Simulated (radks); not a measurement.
# Ni²⁺ with its nuclear charge varied continuously

The task here is to estimate one member of a computed series from the others.

The numbers are computed with radks (a radial shooting solver on a logarithmic mesh, Libxc functionals) version 1 (scalar-relativistic Kohn-Sham, PBE, spin-polarised, spherical densities, finite nucleus; open shells are filled with parallel spins first), except any that are marked as measured or tabulated.

### The system

```
element            : nickel (Z = 28)
charge             : +2
electrons          : 26
configuration      : [Ar] 3d8
nuclear rms radius : 3.7757 fm
```

Outer shells as boxes (Hund's rule):

Ni²⁺
```
[Ar] core
3d [↑↓][↑↓][↑↓][↑ ][↑ ]
```

The first run:

Settings of this run:

```text
Z 28
configuration [Ar] 3d8
relativity scalar-relativistic
functional pbe,pbe
spin polarised
nucleus finite rms 3.7757 fm
c 137.035999084
```

Among the steps run: Z = 28.

One table of the session follows, with a row left open; its other results are not shown here.

Sizes of the orbitals, from the radial functions (bohr):

| level | <r> | outermost maximum (interpolated) | 90 % within | nodes |
| --- | --- | --- | --- | --- |
| 2p up | 0.2154 | 0.165 | 0.352 | 0 |
| 2p down | 0.2152 | 0.165 | 0.352 | 0 |
| 3s up | 0.7402 | 0.640 | 1.11 | 2 |
| 3s down | 0.7415 | 0.640 | 1.11 | 2 |
| 3p up | ? | ? | ? | ? |
| 3p down | 0.7804 | 0.648 | 1.21 | 1 |
| 3d up | 0.9598 | 0.629 | 1.66 | 0 |
| 3d down | 0.9817 | 0.633 | 1.71 | 0 |

**Question.** Estimate the row for 3p up.

As computed: <r>: 0.7780; outermost maximum (interpolated): 0.647; 90 % within: 1.20; nodes: 1. In the column «<r>» it lies between 3s down (0.7415) and 3p down (0.7804).

Limits of these values: At Z = 28 the central difference of E is -129.720 hartree, against -129.595 from the Hellmann-Feynman theorem; the scalar-relativistic energy here is not variational, so the two differ by a part that grows with Z.
